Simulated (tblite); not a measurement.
# B2HF3 (SMILES FBB(F)F) at GFN1-xTB

What is the electronic atomisation energy of B2HF3 at GFN1-xTB? 

The results are computed with tblite 0.8.0.

12 further runs of the same task are left out: 12 set aside as unsound or not needed.

### Step 1. The system as given

The species is B2HF3 (6 atoms), meant as a singlet with charge 0. As SMILES, `FBB(F)F`. Geometry: optimised at GFN1-xTB.

Bond lengths: F1–B2 1.331 Å, B2–B3 1.658 Å, B3–F4 1.334 Å, B3–F5 1.334 Å, B2–H6 1.190 Å. Angles: F1–B2–B3 120.5°, B2–B3–F4 123.2°, B2–B3–F5 123.2°, F4–B3–F5 113.4°, F1–B2–H6 114.4°, B3–B2–H6 125.1°.

### Step 2. Vibrational wavenumbers at GFN1-xTB

molecule.xyz

```xyz
6
start geometry
F      0.002950     0.817345     1.714296
B     -0.333024    -0.063794     0.775096
B      0.309729     0.045919    -0.749569
F      1.410167    -0.607867    -1.126905
F     -0.284365     0.703743    -1.747135
H     -1.105458    -0.895356     1.134227
```

script.py

```python
import json
import numpy as np
from tblite.interface import Calculator
from tblite.interface import symbols_to_numbers
from ase.data import atomic_masses

symbols = list(map(str, np.loadtxt("molecule.xyz", skiprows=2, usecols=0, dtype=str, ndmin=1)))
numbers = np.array(symbols_to_numbers(symbols))
positions = np.loadtxt("molecule.xyz", skiprows=2, usecols=(1, 2, 3), ndmin=2) / 0.5291772

calculator = Calculator("GFN1-xTB", numbers, positions, charge=0, uhf=0)
calculator.set("verbosity", 0)
calculator.set("accuracy", 0.01)
res = calculator.singlepoint()
h = 0.005  # bohr
n = positions.size
H, D = np.zeros((n, n)), np.zeros((n, 3))
for a in range(n):
    g, d = [], []
    for sign in (1, -1):
        x = positions.ravel().copy()
        x[a] += sign * h
        calculator.update(x.reshape(-1, 3))
        y = calculator.singlepoint()
        g.append(y.get('gradient').ravel())
        d.append(y.get('dipole'))
    H[a], D[a] = (g[0] - g[1]) / (2 * h), (d[0] - d[1]) / (2 * h)
mass = np.repeat(atomic_masses[numbers], 3)
H = (H + H.T) / 2 / np.sqrt(np.outer(mass, mass))
# project out translations and rotations
com = positions - atomic_masses[numbers] @ positions / atomic_masses[numbers].sum()
T = [np.tile(v, len(numbers)) for v in np.eye(3)] + [np.cross(com, v).ravel() for v in np.eye(3)]
U, sv, _ = np.linalg.svd((np.array(T) * np.sqrt(mass)).T)
Q = U[:, (sv > 1e-3 * sv.max()).sum():]
w, V = np.linalg.eigh(Q.T @ H @ Q)
freq = np.sign(w) * np.sqrt(np.abs(w)) * 5140.487
inten = (((Q @ V).T / np.sqrt(mass)) @ D) ** 2
inten = inten.sum(axis=1) * 974.88
print(f"E = {res.get('energy'):.8f} Eh, max gradient {np.abs(res.get('gradient')).max():.2e} Eh/bohr")
print("mode   frequency/cm^-1   IR/(km/mol)")
for i, (v, s) in enumerate(zip(freq, inten), 1):
    print(f"{i:4d} {v:14.2f} {s:14.3f}")
zpe = freq[freq > 0].sum() / 2 / 219474.63
print(f"imaginary modes: {(freq < -10).sum()}, zero-point energy {zpe:.6f} Eh = {zpe * 2625.4996:.4f} kJ/mol")
out = {k: np.asarray(res.get(k)).tolist() for k in ("energy", "gradient", "charges", "dipole", "orbital-energies", "orbital-occupations")}
out.update(symbols=symbols, positions=(positions * 0.529177210903).tolist(), frequencies=freq.tolist(), intensities=inten.tolist(), zpe=zpe)
json.dump(out, open("results.json", "w"))
```

Command:

```
$ python script.py
```

The log of the run:

```text
E = -18.88136652 Eh, max gradient 2.46e-05 Eh/bohr
mode   frequency/cm^-1   IR/(km/mol)
   1          50.53          3.761
   2         187.81         16.390
   3         202.39          3.023
   4         403.79         28.049
   5         545.88         46.650
   6         711.93         55.120
   7         722.17          6.035
   8        1055.31         94.587
   9        1165.47        327.333
  10        1232.53        375.062
  11        1336.64         55.324
  12        2528.90        126.685
imaginary modes: 0, zero-point energy 0.023108 Eh = 60.6707 kJ/mol
```

Run time: 0.47 s. Hardware: 1 thread of Intel Xeon at 2.70GHz, shared host.

### Step 3. The B atom: a single-point energy at GFN1-xTB

geom.xyz

```xyz
1

B      0.000000     0.000000     0.000000
```

xtb_job.py

```python
import json
import numpy as np
from tblite.interface import Calculator
from tblite.interface import symbols_to_numbers

symbols = list(map(str, np.loadtxt("geom.xyz", skiprows=2, usecols=0, dtype=str, ndmin=1)))
numbers = np.array(symbols_to_numbers(symbols))
positions = np.loadtxt("geom.xyz", skiprows=2, usecols=(1, 2, 3), ndmin=2) / 0.52917721

xtb = Calculator("GFN1-xTB", numbers, positions, charge=0, uhf=1)
xtb.set("accuracy", 0.1)
xtb.add("spin-polarization", 1.0)
sp = xtb.singlepoint()

print(f"Total energy: {sp.get('energy') * 2625.4996:.8f} kJ/mol")
eps = np.atleast_2d(sp.get("orbital-energies")) * 27.211386
occ = np.atleast_2d(sp.get("orbital-occupations"))
filled = occ.sum(axis=0) if eps.shape[0] == 1 else occ[0]
homo = np.nonzero(filled > 0.5)[0].max()
print(f"HOMO {eps[0, homo]:.4f} eV")
if homo + 1 < eps.shape[1]:
    print(f"LUMO {eps[0, homo + 1]:.4f} eV, gap {eps[0, homo + 1] - eps[0, homo]:.4f} eV")
mu = sp.get("dipole") * 2.541746
print(f"|mu|: {np.linalg.norm(mu):.4f} D, components " + " ".join(f"{c:.4f}" for c in mu))
q = sp.get("charges")
print("Charges:", " ".join(f"{s}{i + 1}={c:+.4f}" for i, (s, c) in enumerate(zip(symbols, q))))
out = {k: np.asarray(sp.get(k)).tolist() for k in ("energy", "gradient", "charges", "dipole", "orbital-energies", "orbital-occupations")}
out.update(symbols=symbols, positions=(positions * 0.529177210903).tolist())
json.dump(out, open("results.json", "w"))
```

Command:

```
$ python xtb_job.py
```

The log of the run:

```text
------------------------------------------------------------
  cycle        total energy    energy error   density error
------------------------------------------------------------
      1     -1.209657127501  -1.2096571E+00   5.0000000E-01
      2     -1.209657127501   0.0000000E+00   3.0000000E-01
      3     -1.209657127501   0.0000000E+00   1.7998200E-05
      4     -1.209657127501   0.0000000E+00   1.4044321E-14
------------------------------------------------------------

 total:                                   0.001 sec
Total energy: -3175.95430439 kJ/mol
HOMO -13.0948 eV
LUMO -8.1376 eV, gap 4.9573 eV
|mu|: 0.0000 D, components 0.0000 0.0000 0.0000
Charges: B1=-0.0000
```

Wall time 0.31 s (1 thread of Intel Xeon at 2.70GHz, shared host).

### Step 4. The F atom: a single-point energy at GFN1-xTB

job.py

```python
# GFN1-xTB single point
import json
import numpy as np
from tblite.interface import Calculator

symbols = ["F"]
numbers = np.array([9])
positions = np.array([  # bohr
    [0.000000, 0.000000, 0.000000],
])

calc = Calculator("GFN1-xTB", numbers, positions, charge=0, uhf=1)
calc.set("accuracy", 0.1)
calc.add("spin-polarization", 1.0)
result = calc.singlepoint()

print(f"E(total): {result.get('energy'):.8f} Eh")
eps = np.atleast_2d(result.get("orbital-energies")) * 27.211386
occ = np.atleast_2d(result.get("orbital-occupations"))
filled = occ.sum(axis=0) if eps.shape[0] == 1 else occ[0]
homo = np.nonzero(filled > 0.5)[0].max()
print("  MO   occupation   energy/eV")
for i in range(max(0, homo - 4), min(eps.shape[1], homo + 5)):
    print(f"{i + 1:4d} {filled[i]:10.4f} {eps[0, i]:12.4f}")
mu = result.get("dipole") * 2.541746
print(f"|mu|: {np.linalg.norm(mu):.4f} D, components " + " ".join(f"{c:.4f}" for c in mu))
q = result.get("charges")
print("Charges:", " ".join(f"{s}{i + 1}={c:+.4f}" for i, (s, c) in enumerate(zip(symbols, q))))
out = {k: np.asarray(result.get(k)).tolist() for k in ("energy", "gradient", "charges", "dipole", "orbital-energies", "orbital-occupations")}
out.update(symbols=symbols, positions=(positions * 0.529177210903).tolist())
json.dump(out, open("results.json", "w"))
```

Run the same way, it converges to -5.01191 Eh (log not shown).

### Step 5. The H atom: a single-point energy at GFN1-xTB

calc.py

```python
import json
import numpy as np
from ase import Atoms
from ase.units import Bohr
from tblite.ase import TBLite
from ase.units import kcal, mol as mol_
from ase.units import Debye

mol = Atoms(["H"], positions=Bohr * np.array([
    [0.000000, 0.000000, 0.000000],
]))
start = mol.get_positions()

mol.calc = TBLite(
    method="GFN1-xTB",
    charge=0,
    multiplicity=2,
    accuracy=0.1,
    spin_polarization=1.0,
)
print(f"E: {mol.get_potential_energy() / (kcal / mol_):.6f} kcal/mol")
print(f"Dipole: {np.linalg.norm(mol.get_dipole_moment()) / Debye:.4f} D")
print("Charges:", np.round(mol.get_charges(), 4))
json.dump(dict(energy=mol.get_potential_energy(), forces=mol.get_forces().tolist(), dipole=mol.get_dipole_moment().tolist(), charges=mol.get_charges().tolist(),
               symbols=mol.get_chemical_symbols(), start=start.tolist(), final=mol.positions.tolist()), open("results.json", "w"))
```

Run the same way, it converges to -0.43724 Eh (log not shown).

### Step 6. What came out

Level: GFN1-xTB.

| quantity | value |
| --- | --- |
| molecule: total energy | -18.88137 Eh |
| molecule: dipole moment | 1.31 D |
| molecule: HOMO energy | -12.71 eV |
| molecule: LUMO energy | -8.17 eV |
| molecule: HOMO–LUMO gap | 4.54 eV |
| molecule: largest force on an atom | 0.002 eV/Å |
| molecule: lowest harmonic wavenumber | 51 cm⁻¹ |
| molecule: highest harmonic wavenumber | 2529 cm⁻¹ |
| molecule: zero-point energy | 60.7 kJ/mol |
| B atom: total energy | -1.20966 Eh |
| B atom: dipole moment | 0.00 D |
| B atom: HOMO energy (as the program lists it) | -13.09 eV |
| B atom: LUMO energy (as the program lists it) | -8.14 eV |
| B atom: largest force on an atom | 0.000 eV/Å |
| F atom: total energy | -5.01191 Eh |
| F atom: dipole moment | 0.00 D |
| F atom: HOMO energy (as the program lists it) | -18.09 eV |
| F atom: largest force on an atom | 0.000 eV/Å |
| H atom: total energy | -0.43724 Eh |
| H atom: dipole moment | 0.00 D |
| H atom: largest force on an atom | 0.000 eV/Å |
| electronic atomisation energy | 26.914 eV |

**Reading.** Taking the molecule apart into free atoms costs 26.91 eV (2597 kJ/mol), before zero-point energy and without spin-orbit coupling. Tight-binding and semi-empirical models aren't fitted to free atoms, so this value can be far from the true one. All 12 modes (molecule) are real, so the shape is a minimum at this level. Mulliken charges (molecule) run from -0.29 on F4 to +0.54 on B3.
